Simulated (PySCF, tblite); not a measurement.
**C2H11PSi2: dynamics, then NMR shifts on frames, part 1 of 2**

Aim: move C2H11PSi2 (`CC[Si@@H]([SiH3])P`) away from its starting geometry and see how NMR shifts follow the geometry.

Computed with tblite 0.8.0 and PySCF 2.14.0, with density-fitted response routines of our own, on a single molecule in the gas phase. Atoms are numbered from 0 throughout.

## 1. Starting geometry

16 atoms, charge 0, multiplicity 1; geometry from: GFN2-xTB.

Bonds of the start (Å): C0–C1 1.52, C1–Si2 1.92, Si2–Si3 2.33, Si2–P4 2.26, C0–H5 1.09, C0–H6 1.09, C0–H7 1.09, C1–H8 1.09, C1–H9 1.09, Si2–H10 1.48, Si3–H11 1.47, Si3–H12 1.47, Si3–H13 1.46, P4–H14 1.38, P4–H15 1.38.

## 2. Thermal motion with GFN2-xTB

What the job is given:

```
{"job": {"kind": "md", "xc": "GFN2-xTB", "basis": "xTB", "temperature": 400, "steps": 2000, "every": 50, "frames": 5}, "charge": 0, "multiplicity": 1}
C     -1.790857    -0.899617    -0.008815
C     -0.949589    -0.451251     1.179353
Si     0.560971     0.593853     0.637154
Si     2.001765    -0.644457    -0.720037
P     -0.320906     2.440215    -0.311530
H     -2.143695    -0.033405    -0.568608
H     -1.209545    -1.529656    -0.680890
H     -2.661824    -1.465875     0.317642
H     -1.575905     0.131000     1.857508
H     -0.612317    -1.326104     1.736720
H      1.198419     1.101929     1.869966
H      1.481194    -0.809303    -2.082569
H      3.317326    -0.014441    -0.860292
H      2.222346    -1.993248    -0.192752
H      0.905151     3.007757    -0.603804
H     -0.430133     1.901547    -1.580456
```

With the program's defaults for keys left out, this is: GFN2-xTB Langevin dynamics, gas phase.

Run with:

```console
$ OMP_NUM_THREADS=1 python probes_run.py task.json out
```

The driver reads the jobs from task.json and runs them one after another.

Log:

```text
t/fs     T/K      E/eV
    0.0   325.3   -431.15340
   25.0   172.2   -430.67704
   50.0   264.2   -430.82693
   75.0   280.4   -430.56718
  100.0   355.9   -430.71892
  125.0   339.8   -430.64824
  150.0   260.1   -430.56299
  175.0   410.7   -430.79297
  200.0   242.9   -430.71574
  225.0   273.7   -430.70320
  250.0   239.0   -430.59965
  275.0   322.4   -430.68173
  300.0   276.9   -430.67495
  325.0   378.5   -430.62517
  350.0   477.2   -430.55454
  375.0   304.4   -430.40113
  400.0   399.0   -430.66441
  425.0   421.7   -430.56000
  450.0   381.2   -430.48698
  475.0   253.0   -430.41145
  500.0   399.0   -430.59189
  525.0   411.1   -430.37569
  550.0   556.3   -430.45473
  575.0   490.0   -430.54070
  600.0   306.1   -430.30481
  625.0   399.4   -430.61615
  650.0   383.0   -430.41370
  675.0   372.4   -430.30871
  700.0   440.1   -430.34892
  725.0   457.4   -430.26448
  750.0   437.2   -430.60303
  775.0   405.6   -430.66062
  800.0   438.3   -430.34966
  825.0   496.3   -430.36003
  850.0   416.2   -430.51899
  875.0   451.6   -430.55120
  900.0   473.0   -430.38864
  925.0   446.5   -430.39887
  950.0   464.8   -430.62806
  975.0   384.3   -430.53352
 1000.0   358.4   -430.46074
```

Run time: 15 s. Hardware: 1 thread of Arm Neoverse V1, shared host; peak memory 0.19 GiB.

Distance from the start (root mean square after alignment): 0 fs 0.00 Å, 200 fs 0.41 Å, 400 fs 0.55 Å, 600 fs 1.27 Å, 800 fs 1.41 Å, 1000 fs 1.29 Å.

Positions (Å) and forces (eV/Å) at 1000 fs:

```xyz
16

C    -1.651   -1.183    2.260    0.521    1.486    2.762
C    -0.576   -0.135    2.767    0.327   -2.049   -1.214
Si    0.007    0.921    1.312   -0.483    0.620   -0.861
Si    0.604   -0.455   -0.446   -0.339    0.129   -1.143
P    -1.730    2.372    0.762   -0.080   -0.497    0.227
H    -2.271   -0.552    1.621   -0.652   -0.755    0.349
H    -1.178   -1.952    1.713    0.152   -0.845   -0.425
H    -2.118   -1.573    3.266    0.288    0.455   -2.364
H    -1.131    0.450    3.434   -0.187    0.869    1.351
H     0.312   -0.654    3.220   -1.021    0.539   -0.057
H     1.014    1.771    1.897    0.604    0.397    0.150
H     1.907   -0.172   -1.069   -0.089    0.061    0.115
H     0.736   -1.788    0.118   -0.019   -0.302   -0.052
H    -0.359   -0.487   -1.659    0.595   -0.012    0.971
H    -1.232    3.399    1.526    0.055    0.146    0.000
H    -1.369    2.979   -0.435    0.329   -0.240    0.191
```

## 3. NMR shieldings: 250 fs, PBE0/pcSseg-1

What the job is given:

```
{"job": {"kind": "nmr", "xc": "PBE0", "basis": "pcSseg-1", "pop": false}, "charge": 0, "multiplicity": 1}
C     -2.580200    -0.561500     0.061000
C     -1.686000    -0.362200     1.310900
Si     0.196100     0.233000     0.995200
Si     1.165300    -1.324900    -0.244100
P     -0.257600     2.336500     0.225500
H     -2.674900     0.439000    -0.377900
H     -2.008600    -1.177500    -0.655300
H     -3.519400    -0.978100     0.242200
H     -2.084800     0.447000     1.867200
H     -1.718100    -1.241000     1.912300
H      0.901500     0.631600     2.229000
H      0.338400    -1.860100    -1.282400
H      2.392000    -0.870500    -0.793700
H      1.550500    -2.308700     0.694200
H      1.025600     2.694400     0.513200
H      0.108900     2.138500    -1.108500
```

With the program's defaults for keys left out, this is: GIAO PBE0/pcSseg-1 NMR shielding, non-relativistic, gas phase.

Log:

```text
coarse grid: 13864 points
cycle   1  E = -1002.5545953411  dE =  9.372e-02  |g| = 3.495e-01  |ddm| = 3.425e+00
cycle   2  E = -1002.5377738027  dE =  1.682e-02  |g| = 4.284e-01  |ddm| = 7.795e-01
cycle   3  E = -1002.5886521273  dE = -5.088e-02  |g| = 3.396e-02  |ddm| = 4.583e-01
cycle   4  E = -1002.5889288158  dE = -2.767e-04  |g| = 1.460e-02  |ddm| = 5.674e-02
cycle   5  E = -1002.5889853116  dE = -5.650e-05  |g| = 3.731e-03  |ddm| = 1.938e-02
cycle   6  E = -1002.5889885586  dE = -3.247e-06  |g| = 8.556e-04  |ddm| = 4.505e-03
final grid: 117288 points
cycle   7  E = -1002.6169436510  dE = -2.469e-05  |g| = 6.439e-03  |ddm| = 2.509e-02
cycle   8  E = -1002.6169376478  dE =  6.003e-06  |g| = 7.912e-03  |ddm| = 1.291e-02
cycle   9  E = -1002.6169543305  dE = -1.668e-05  |g| = 4.928e-04  |ddm| = 7.701e-03
cycle  10  E = -1002.6169543856  dE = -5.504e-08  |g| = 1.661e-04  |ddm| = 6.809e-04
cycle  11  E = -1002.6169543927  dE = -7.071e-09  |g| = 2.662e-05  |ddm| = 1.834e-04
cycle  12  E = -1002.6169543928  dE = -1.771e-10  |g| = 5.415e-06  |ddm| = 3.854e-05
converged SCF energy = -1002.6169543928

GIAO shielding tensors (ppm)
atom      isotropic    diamagn.    paramagn.     s11        s22        s33       span
  0 C      179.404     251.755     -72.351    171.075    179.760    187.377     16.302
  1 C      175.709     251.160     -75.452    168.977    171.180    186.969     17.992
  2 Si     401.214     881.813    -480.599    349.270    400.940    453.432    104.162
  3 Si     482.360     882.028    -399.668    471.749    478.526    496.805     25.056
  4 P      632.582     968.433    -335.852    577.823    639.772    680.150    102.327
  5 H       30.589      31.530      -0.940     25.006     31.013     35.749     10.743
  6 H       30.640      31.967      -1.327     24.572     31.146     36.200     11.628
  7 H       31.458      30.182       1.276     26.530     28.077     39.767     13.237
  8 H       31.510      32.115      -0.606     26.852     29.827     37.850     10.998
  9 H       31.392      31.572      -0.179     25.980     29.434     38.763     12.784
 10 H       27.278      30.689      -3.411     23.410     25.372     33.053      9.643
 11 H       28.745      30.349      -1.605     24.555     27.891     33.789      9.234
 12 H       29.199      30.391      -1.192     25.173     26.936     35.488     10.315
 13 H       29.029      30.475      -1.446     25.176     26.447     35.465     10.289
 14 H       31.095      31.555      -0.460     25.302     27.983     40.000     14.697
 15 H       30.583      31.331      -0.748     25.195     28.010     38.546     13.351
```

It took 25 s on 1 thread of Arm Neoverse V1, shared host; peak memory 0.75 GiB.

Shifts follow as δ = σ(reference) − σ, with reference shieldings (ppm) from runs at the same level and on the same kind of geometry: 1H TMS 31.72, 13C TMS 186.9, 29Si TMS 349.2, 31P H3PO4 318.4. The references are single molecules in the gas phase, so shifts against H2O, NH3, PH3, H3PO4 or CFCl3 are not on the usual liquid scales and can be off by tens of ppm. Each atom is listed at this fixed geometry, with no averaging over motion; a spectrum would average atoms that exchange fast.

```tsv
atoms	environment	σ (ppm)	δ (ppm)
C1	sp3 CH2 bonded to Si	175.7	11.2
C0	methyl carbon	179.4	7.5
H10	hydrogen on a silicon bonded to C, P, Si	27.28	4.44
H11	hydrogen on a silicon bonded to Si	28.74	2.97
H13	hydrogen on a silicon bonded to Si	29.03	2.69
H12	hydrogen on a silicon bonded to Si	29.20	2.52
H15	hydrogen on a phosphorus bonded to Si	30.58	1.13
H5	hydrogen on a methyl carbon	30.59	1.13
H6	hydrogen on a methyl carbon	30.64	1.08
H14	hydrogen on a phosphorus bonded to Si	31.09	0.62
H9	hydrogen on an sp3 CH2 bonded to Si	31.39	0.32
H7	hydrogen on a methyl carbon	31.46	0.26
H8	hydrogen on an sp3 CH2 bonded to Si	31.51	0.21
Si2	silicon bonded to C, P, Si, H	401.2	-52.1
Si3	silicon bonded to Si, 3 H	482.4	-133.2
P4	phosphorus bonded to Si, 2 H	632.6	-314.2
```

The fields below are evaluated on a grid from the run's orbitals.

Frontier orbitals at PBE0/pcSseg-1, with the share of their density that lies nearest to each atom:

```tsv
orbital	energy (eV)	lies on
HOMO	-7.35	P4 55 %; Si2 13 %; H14, H15 about 7 % each
LUMO	-0.31	Si2 25 %; P4 17 %; H13 11 %
```

ELF in a plane through or near 5 of the atoms.

Ten even steps from ' ' (0.00) to '@' (1.00):
```
                                                        
                      ..::--::..                        
                    ..--**####**::                      
              ==**++++**%%@@@@@@##==                    
            ==@@@@@@%%++--##@@@@%%**                    
            ==@@@@@@**::##--%%@@##--                    
            ..++####==..==..####::                      
                  ::==**####++..    ::--..              
                  ::++**##++::    --####--              
                ..==****==--....::++++++**##%%--        
        --####++--**%%%%##--....==++----@@@@@@%%--      
      ++@@@@@@@@##....==**::    ++##****@@@@@@@@==      
      **@@@@@@@@--####..==--    **%%##--++%%@@==        
      ::##@@@@%%--....::%%**..  ..--::                  
        ..====--::::==**%%**..                          
                ..::::::--::                            
                                                        
                                                        
                                                        
                                                        
```
The map spans 11.2 Å across and 10.4 Å up, centred on the molecule. Atoms in the plane (x, y in Å): C0 (2.0, -0.3), Si3 (-1.6, -1.5), P4 (-0.6, 2.4), H7 (3.0, -0.5), H12 (-2.9, -1.2).

On the surface of density 0.002 e/bohr³ the electrostatic potential runs, from the 1st to the 99th percentile, from -0.85 V near P4 to 0.99 V near H11.

## 4. Shielding tensors: 425 fs, PBE0/pcSseg-1

What the job is given:

```
{"job": {"kind": "nmr", "xc": "PBE0", "basis": "pcSseg-1", "pop": false}, "charge": 0, "multiplicity": 1}
C     -3.217100    -0.581400     0.962500
C     -2.137900    -0.377800     1.961700
Si    -0.317400     0.165700     1.496300
Si     0.528600    -1.033900    -0.425900
P     -0.142300     2.287000     1.014000
H     -3.359100     0.205700     0.185900
H     -2.982000    -1.567900     0.475100
H     -4.172900    -0.627200     1.578500
H     -2.451800     0.290500     2.786700
H     -2.102800    -1.355900     2.461800
H      0.549300     0.086400     2.711100
H      0.932200    -0.179500    -1.573500
H      1.796900    -1.692100     0.038200
H     -0.413400    -2.151700    -0.875500
H      1.062700     2.167300     0.265200
H     -0.954600     2.380200    -0.134500
```

Method: GIAO PBE0/pcSseg-1 NMR shielding, non-relativistic, gas phase.

Log:

```text
coarse grid: 13864 points
cycle   1  E = -1002.5688642805  dE = -8.704e-02  |g| = 3.314e-01  |ddm| = 3.387e+00
cycle   2  E = -1002.5566832381  dE =  1.218e-02  |g| = 3.956e-01  |ddm| = 6.735e-01
cycle   3  E = -1002.5990311802  dE = -4.235e-02  |g| = 3.508e-02  |ddm| = 3.901e-01
cycle   4  E = -1002.5993232718  dE = -2.921e-04  |g| = 1.538e-02  |ddm| = 6.507e-02
cycle   5  E = -1002.5993925140  dE = -6.924e-05  |g| = 3.001e-03  |ddm| = 2.492e-02
cycle   6  E = -1002.5993945333  dE = -2.019e-06  |g| = 8.368e-04  |ddm| = 4.313e-03
final grid: 117288 points
cycle   7  E = -1002.6275125449  dE = -1.839e-05  |g| = 5.879e-03  |ddm| = 2.198e-02
cycle   8  E = -1002.6275065921  dE =  5.953e-06  |g| = 7.502e-03  |ddm| = 1.257e-02
cycle   9  E = -1002.6275216033  dE = -1.501e-05  |g| = 4.488e-04  |ddm| = 7.071e-03
cycle  10  E = -1002.6275216453  dE = -4.200e-08  |g| = 1.425e-04  |ddm| = 5.925e-04
cycle  11  E = -1002.6275216503  dE = -5.054e-09  |g| = 2.793e-05  |ddm| = 1.449e-04
cycle  12  E = -1002.6275216505  dE = -1.876e-10  |g| = 7.530e-06  |ddm| = 3.940e-05
converged SCF energy = -1002.6275216505

GIAO shielding tensors (ppm)
atom      isotropic    diamagn.    paramagn.     s11        s22        s33       span
  0 C      168.689     244.682     -75.993    161.994    164.858    179.215     17.221
  1 C      175.258     249.677     -74.419    166.576    175.931    183.266     16.690
  2 Si     401.403     881.827    -480.423    366.087    384.238    453.885     87.798
  3 Si     450.583     880.684    -430.101    390.698    472.576    488.475     97.777
  4 P      565.738     968.185    -402.447    483.818    573.801    639.596    155.779
  5 H       29.879      29.279       0.600     25.458     29.191     34.988      9.530
  6 H       29.105      28.681       0.424     24.627     27.591     35.097     10.469
  7 H       28.541      24.727       3.814     22.969     26.632     36.021     13.053
  8 H       30.126      29.125       1.000     24.441     29.278     36.659     12.218
  9 H       29.982      30.480      -0.498     24.598     29.323     36.025     11.427
 10 H       27.041      30.469      -3.427     23.691     24.951     32.482      8.791
 11 H       28.082      30.177      -2.094     24.671     26.797     32.778      8.107
 12 H       27.405      29.383      -1.978     24.188     25.215     32.813      8.625
 13 H       27.052      29.382      -2.330     23.175     25.922     32.060      8.885
 14 H       29.661      30.938      -1.277     24.529     27.748     36.706     12.177
 15 H       29.673      31.582      -1.909     25.270     27.635     36.113     10.842
```

Wall time 17 s (1 thread of Arm Neoverse V1, shared host); peak memory 0.77 GiB.

In short: δ C0 18.2, C1 11.7, Si2 -52.2, Si3 -101.4, H10 4.68, H13 4.66 ppm.

(Continued in part 2 of 2.)
